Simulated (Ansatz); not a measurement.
# Zn started on an Al site and an N vacancy in wurtzite AlN, 15 atoms, charge +1

Aim: a base single point, then the same cell under other settings, to see what each one moves.

All numbers are computed with Ansatz 0.2.0 (PAW, plane waves).

1 further run of the same task is left out (it didn't finish).

### Step 1. The starting cell

15 atoms (7 Al, 1 Zn, 7 N); a = 6.228 Å, b = 5.393 Å, c = 4.984 Å, α = 90.00°, β = 90.00°, γ = 90.00°. All atoms were shaken off their sites by about 0.04 Å along each axis. Defect site 1: (0.500, 0.667, 0.497). Defect site 2: (0.500, 0.333, 0.379). Starting moments add up to 1 μB.

### Step 2. PBEsol on the given atoms

in.yaml reads:

```yaml
crystal:
  lattice:
    - [6.227632, 0.000000, 0.000000]
    - [0.000000, 5.393287, 0.000000]
    - [0.000000, 0.000000, 4.983529]
  atoms:
    - { symbol: Al, position: [0.259969, 0.171756, 0.493675], spin: 0.143 }
    - { symbol: Al, position: [0.996182, 0.671963, 0.490957] }
    - { symbol: Al, position: [0.743858, 0.162464, 0.498755], spin: 0.143 }
    - { symbol: Al, position: [0.996014, 0.338288, 0.013037] }
    - { symbol: Al, position: [0.491777, 0.333954, 0.993083], spin: 0.143 }
    - { symbol: Al, position: [0.247642, 0.828484, 0.986727] }
    - { symbol: Al, position: [0.757574, 0.825876, 0.993191] }
    - { symbol: Zn, position: [0.496656, 0.651291, 0.499481], spin: 0.143 }
    - { symbol: N, position: [0.002871, 0.328718, 0.371180] }
    - { symbol: N, position: [0.249236, 0.842079, 0.372079], spin: 0.143 }
    - { symbol: N, position: [0.762600, 0.843485, 0.375330], spin: 0.143 }
    - { symbol: N, position: [0.251685, 0.173126, 0.886069] }
    - { symbol: N, position: [0.003687, 0.665171, 0.876849] }
    - { symbol: N, position: [0.737395, 0.162153, 0.880527] }
    - { symbol: N, position: [0.492710, 0.662468, 0.884407], spin: 0.143 }
kpoints:
  mp_grid: { grid: [2, 2, 2], shift: [0.5, 0.5, 0.5] }
hamiltonian:
  xc: pbesol
total_charge: 1
magnetization:
  spin_polarized: true
scf:
  occupations: { method: fermi_dirac, width: 0.01 }
output:
  forces: true
  eigenvalues: true
  populations: true
  charged_corrections: { epsilon: 8.5 }
  write_density: true
  write_potential: true
  elf: true
  volumetric_format: npy
```

Started as:

```bash
ansatz run in.yaml --threads 8 --pin off --max-ram 13300MiB --runs-dir r --events-out ev --progress --plain
```

### Step 3. Changed settings: charge changed by 2

in.yaml, as its differences from that of step 2:

```diff
@@ -25,3 +25,3 @@
   xc: pbesol
-total_charge: 1
+total_charge: 3
 magnetization:
@@ -30,2 +30,3 @@
   occupations: { method: fermi_dirac, width: 0.01 }
+  max_iter: 90
 output:
@@ -33,7 +34,2 @@
   eigenvalues: true
-  populations: true
-  charged_corrections: { epsilon: 8.5 }
-  write_density: true
-  write_potential: true
-  elf: true
-  volumetric_format: npy
+  stress: true
```

### Step 4. Variant: density threshold 1e-05 eV

in.yaml, as its differences from that of step 3:

```diff
@@ -25,3 +25,3 @@
   xc: pbesol
-total_charge: 3
+total_charge: 1
 magnetization:
@@ -30,3 +30,4 @@
   occupations: { method: fermi_dirac, width: 0.01 }
-  max_iter: 90
+  max_iter: 100
+  convergence: { dr2_threshold: 1e-05 }
 output:
```

### Step 5. Changed settings: smearing width 0.2 eV, functional PBE

in.yaml, as its differences from that of step 4:

```diff
@@ -24,3 +24,3 @@
 hamiltonian:
-  xc: pbesol
+  xc: pbe
 total_charge: 1
@@ -29,5 +29,4 @@
 scf:
-  occupations: { method: fermi_dirac, width: 0.01 }
-  max_iter: 100
-  convergence: { dr2_threshold: 1e-05 }
+  occupations: { method: fermi_dirac, width: 0.2 }
+  max_iter: 80
 output:
@@ -36 +35,5 @@
   stress: true
+  write_density: true
+  write_potential: true
+  elf: true
+  volumetric_format: npy
```

### Step 6. Variant: accuracy high

in.yaml, as its differences from that of step 5:

```diff
@@ -1 +1,2 @@
+accuracy: high
 crystal:
@@ -24,3 +25,3 @@
 hamiltonian:
-  xc: pbe
+  xc: pbesol
 total_charge: 1
@@ -29,4 +30,4 @@
 scf:
-  occupations: { method: fermi_dirac, width: 0.2 }
-  max_iter: 80
+  occupations: { method: fermi_dirac, width: 0.01 }
+  max_iter: 70
 output:
@@ -35,5 +36 @@
   stress: true
-  write_density: true
-  write_potential: true
-  elf: true
-  volumetric_format: npy
```

**Question.** What will these runs give? Wanted: for each run, settings; status; energy from base; forces from base.

**Answer**, as computed:

| settings | status | cycles | time | energy from base (meV/atom) | forces from base (eV/Å rms) | filled to empty level on the mesh (eV) |
| --- | --- | --- | --- | --- | --- | --- |
| base | converged | 16 | 4.2 s (8 CPU threads) | 0 | 0 | 0.31 |
| charge changed by 2 | converged | 20 | 3.7 s (8 CPU threads) | - | 0.366 | 0.20 |
| density threshold 1e-05 eV | converged | 13 | 2.7 s (8 CPU threads) | 0.0 | 0.000 | 0.31 |
| smearing width 0.2 eV, functional PBE | converged | 20 | 4.3 s (8 CPU threads) | - | 0.156 | - |
| accuracy high | converged | 16 | 2.9 s (8 CPU threads) | 0.0 | 0.000 | 0.31 |

**What this shows.** Among these variants the forces move most with charge changed by 2 (0.366 eV/Å rms).
